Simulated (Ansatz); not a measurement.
**Eu (Im-3m): compression over a wide range**

An exercise on one series of results from a longer session: the logs are not shown, and one member is left open.

Computed with Ansatz 0.2.0 (DFT PBE, scalar-relativistic, plane waves, PAW, unless a step's input says otherwise).

### The structure to begin with

The structure is cubic, space group Im-3m (No. 229). Conventional cell: a = 4.382 Å, b = 4.382 Å, c = 4.382 Å, α = 90.00°, β = 90.00°, γ = 90.00°. Eu (site symmetry m-3m) has 8 Eu at 3.79 Å as nearest neighbours.

As a file:

```xyz
1
Lattice="-2.1910 2.1910 2.1910 2.1910 -2.1910 2.1910 2.1910 2.1910 -2.1910" Properties=species:S:1:pos:R:3 pbc="T T T"
Eu    0.0000    0.0000    0.0000
```

This cell comes from an earlier session at PBE: 42.074 Å³/atom at 0.00 GPa, on a 14×14×14 mesh.

Set-up of the first run:

input.yaml

```yaml
crystal:
  lattice:
    - [-2.1614299943, 2.1614299943, 2.1614299943]
    - [2.1614299943, -2.1614299943, 2.1614299943]
    - [2.1614299943, 2.1614299943, -2.1614299943]
  atoms:
    - { symbol: Eu, position: [0.0, 0.0, 0.0], spin: 7.7 }
basis:
  ecutwfc: 420
  ecutrho_ratio: 4
kpoints:
  mp_grid: { grid: [14, 14, 14] }
hamiltonian:
  xc: pbe
scf:
  occupations: { method: gaussian, width: 0.05 }
output:
  forces: true
  stress: true
  eigenvalues: true
  populations: true
magnetization:
  spin_polarized: true
```

On the command line:

```console
$ ansatz run input.yaml --threads 2 --pin off --max-ram 5120MiB --backend cpu --events-out ev --progress --plain --runs-dir out
```

Among the steps run: Volume × 0.96; Volume × 1.04; Volume × 0.92; Volume × 0.88; Volume × 0.84; Volume × 0.8.

One of the session's tables, all rows but one given; the rest of the session is left out.

| volume (Å³/atom) | energy above the lowest (meV/atom) | pressure (GPa) | largest moment (μB) |
| --- | --- | --- | --- |
| 33.659 | 101.2 | 4.6 | 6.92 |
| 35.342 | 59.9 | 3.3 | 6.94 |
| 37.025 | 31.0 | 2.2 | 6.96 |
| 38.708 | ? | ? | ? |
| 40.391 | 2.9 | 0.6 | 6.99 |
| 42.074 | 0.0 | 0.0 | 7.00 |
| 43.757 | 2.6 | -0.5 | 7.02 |

**Question.** Estimate the row for volume (Å³/atom) = 38.708.

Worked estimate for «energy above the lowest (meV/atom)». A straight line through the neighbours (37.025, 31.0) and (40.391, 2.9) gives 31.0 + (2.9 − 31.0) × (38.708 − 37.025) / (40.391 − 37.025) = 16.9; a parabola fitted to 4 rows on both sides gives 12.6.

As computed: energy above the lowest (meV/atom): 13.1; pressure (GPa): 1.3; largest moment (μB): 6.97. In «energy above the lowest (meV/atom)» the line misses by +3.8 and the parabola by -0.5.

To keep in mind: The k mesh is not the same at all volumes. Other structures may be lower in enthalpy at these pressures. Warnings in the runs' records: given moment on shells.
